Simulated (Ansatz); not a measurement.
Wanted: the native input for an Ansatz 0.2.0 run.

- Task: relaxation of cell and atoms
- Functional: r2SCAN
- Potentials or basis: Ansatz PAW
- Cutoff: 500 eV (not typed: the program's choice for these potentials)
- k mesh: 9 × 9 × 3
- Occupations: fermi-dirac, width 0.05 eV
- Spin: no spin polarisation
- Target pressure: 10 GPa
- Target pressure (GPa): 10

The system is LuBr.

```
Lu Br
1.0
     3.60687    0.00000    0.00000
    -1.80344    3.12364    0.00000
     0.00000    0.00000    9.87175
Lu Br
2 2
Direct
  0.66667 0.33333 0.83099
  0.33333 0.66667 0.33099
  0.66667 0.33333 0.54401
  0.33333 0.66667 0.04401
```

The cell comes from a database or a generator and needn't be the stable form of this composition.

These files were run (other wordings do the same):

input.yaml

```yaml
crystal:
  lattice:
    - [3.6068742112, 0.0, 0.0]
    - [-1.8034371056, 3.1236446952, 0.0]
    - [0.0, 0.0, 9.871749]
  atoms:
    - { symbol: Lu, position: [0.6666666667, 0.3333333333, 0.83099] }
    - { symbol: Lu, position: [0.3333333333, 0.6666666667, 0.33099] }
    - { symbol: Br, position: [0.6666666667, 0.3333333333, 0.544011] }
    - { symbol: Br, position: [0.3333333333, 0.6666666667, 0.044011] }
hamiltonian:
  xc: r2scan
  pseudopotentials: { kind: paw }
kpoints:
  mp_grid: { grid: [9, 9, 3] }
scf:
  occupations: { method: fermi_dirac, width: 0.05 }
output:
  forces: true
  stress: true
  eigenvalues: true
  write_density: true
  write_potential: true
  elf: true
  volumetric_format: npy
relax:
  f_tol: 0.01
  max_steps: 40
  cell: { stress_tol: 0.05, p_target: 10.0 }
```

Potentials or basis: Ansatz PAW.

Launch:

```bash
$ ansatz run input.yaml --threads 2 --pin off --max-ram 5632MiB --backend cpu --events-out ev --progress --plain --runs-dir out
```

Results of the run:

```
Relaxed volume                                         : 23.41 Å³/atom
Relaxed cell                                           : a = 3.389 Å, b = 3.389 Å, c = 9.417 Å, α = 90.00°, β = 90.00°, γ = 120.00°
Space group after relaxing (to 0.05 Å)                 : P6_3mc (No. 186)
Energy change on relaxing (the enthalpy is what falls) : +108.0 meV/atom
Ionic steps                                            : 7
Pressure after relaxing                                : 10.0 GPa
Band gap on the k mesh                                 : none (metal or under the smearing width)
```

Caveat: the volume moved by over 15 % at a fixed basis, so the end points are rough; the plane-wave basis is chosen anew once the cell has moved, so the energies of steps on either side of that aren't comparable; the PAW data sets come from PBE, with cores solved anew for the run's functional, which leaves a small shift of forces and pressure.

Wall time 83 s on 2 threads of Arm Neoverse V2 (shared host), peak memory 0.6 GiB.
